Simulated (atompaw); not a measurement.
**Pseudopotential generation for dysprosium: PAW (atompaw), PBEsol**

Task: generate the file, and judge it by its logarithmic derivatives, its ghosts and its cutoff.

Program: atompaw 4.2.0.5. Reference atom: PBEsol, scalar-relativistic, spherical and spin-unpolarised. All values are calculated.

**1. Settings**

The settings as typed:

```json
{
  "element": "dysprosium (Dy, Z = 66)",
  "type": "PAW",
  "frozen core": "[Kr]",
  "valence charge": "30",
  "reference configuration": "4d10 4f10 5s2 5p6 5d0 6s2 6p0",
  "partial waves": "5s (bound): rc 1.95 bohr; 6s (bound): rc 1.80 bohr; 5p (bound): rc 2.30 bohr; 6p (bound, empty): rc 3.00 bohr; 4d (bound): rc 0.65 bohr; 5d (bound, empty): rc 3.00 bohr; 4f (bound): rc 0.85 bohr; 4f channel at 1.45 Ry: rc 0.85 bohr",
  "local potential": "bessel scheme, radius 2.85 bohr",
  "core correction": "smooth core density matched at 2.10 bohr",
  "augmentation charge": "sinc compensation charge, radius 2.60 bohr; PAW radius 3.00 bohr; waves and projectors: modrrkj vanderbiltortho"
}
```

The outer shells as boxes (Hund's rule for the drawing; the calculation is spin-unpolarised):

```
[Kr] core
4d [↑↓][↑↓][↑↓][↑↓][↑↓]
4f [↑↓][↑↓][↑↓][↑ ][↑ ][↑ ][↑ ]
5s [↑↓]
5p [↑↓][↑↓][↑↓]
5d [  ][  ][  ][  ][  ]
6s [↑↓]
6p [  ][  ][  ]
```

An earlier all-electron run gives the scale for the radii.

All-electron outer shells of the reference configuration (PBEsol, scalar-relativistic, ld1.x):

| shell | level (eV) | outermost node (bohr) | outermost maximum (bohr) |
| --- | --- | --- | --- |
| 4s | -392.96 | 0.28 | 0.50 |
| 4p | -291.28 | 0.28 | 0.51 |
| 4d | -152.89 | 0.26 | 0.53 |
| 5s | -48.96 | 0.63 | 1.16 |
| 5p | -25.38 | 0.67 | 1.33 |
| 6s | -3.76 | 1.57 | 3.48 |
| 4f | -3.15 | – | 0.54 |
| 5d | -1.19 | 0.76 | 2.11 |
| 6p | -1.14 | 1.93 | 4.76 |

**2. The generation run**

Dy.input

```
Dy 66
GGA-PBESOL scalarrelativistic loggrid 2001 logderivrange -13 5 451
6 6 5 4 0 0
6 1 0
5 2 0
4 3 10
0 0 0
c
c
c
c
v
v
c
c
c
v
v
c
v
v
v
3
3.00 2.60 2.85 2.10
n
n
n
y
1.45
n
modrrkj vanderbiltortho sinc
bessel
1.95
1.80
2.30
3.00
0.65
3.00
0.85
0.85
PWSCFOUT
UPFDX 0.0125d0 UPFXMIN -7.d0 UPFZMESH 66.d0
END
```

The run is started by

```
$ atompaw < Dy.input > Dy.log
```

Before running it: what results should come out? Wanted: cutoffs for 10 and 1 mRy, occupied levels; bound ghosts; largest phase difference near zero energy, channels read; lowest eigenvalue of the overlap; share of valence orbitals outside the PAW sphere; UPF file.

As calculated:

| quantity | value |
| --- | --- |
| cutoffs for 10 and 1 mRy, occupied levels | over 300 Ry and over 300 Ry |
| bound ghosts | none found |
| largest phase difference near zero energy, channels read | 0.255 rad |
| lowest eigenvalue of the overlap (Bessel basis) | 0.081 (f) |
| share of valence orbitals outside the PAW sphere | 5s 0 %, 6s 77 %, 5p 2 %, 6p 94 %, 4d 0 %, 5d 51 %, 4f 1 % |
| UPF file | written |

It counts as very hard, with over 300 Ry needed at the looser tolerance. The Bessel-basis test finds no level below the valence levels. Near zero energy the largest phase difference among the channels read is 0.25 rad, in the f channel.
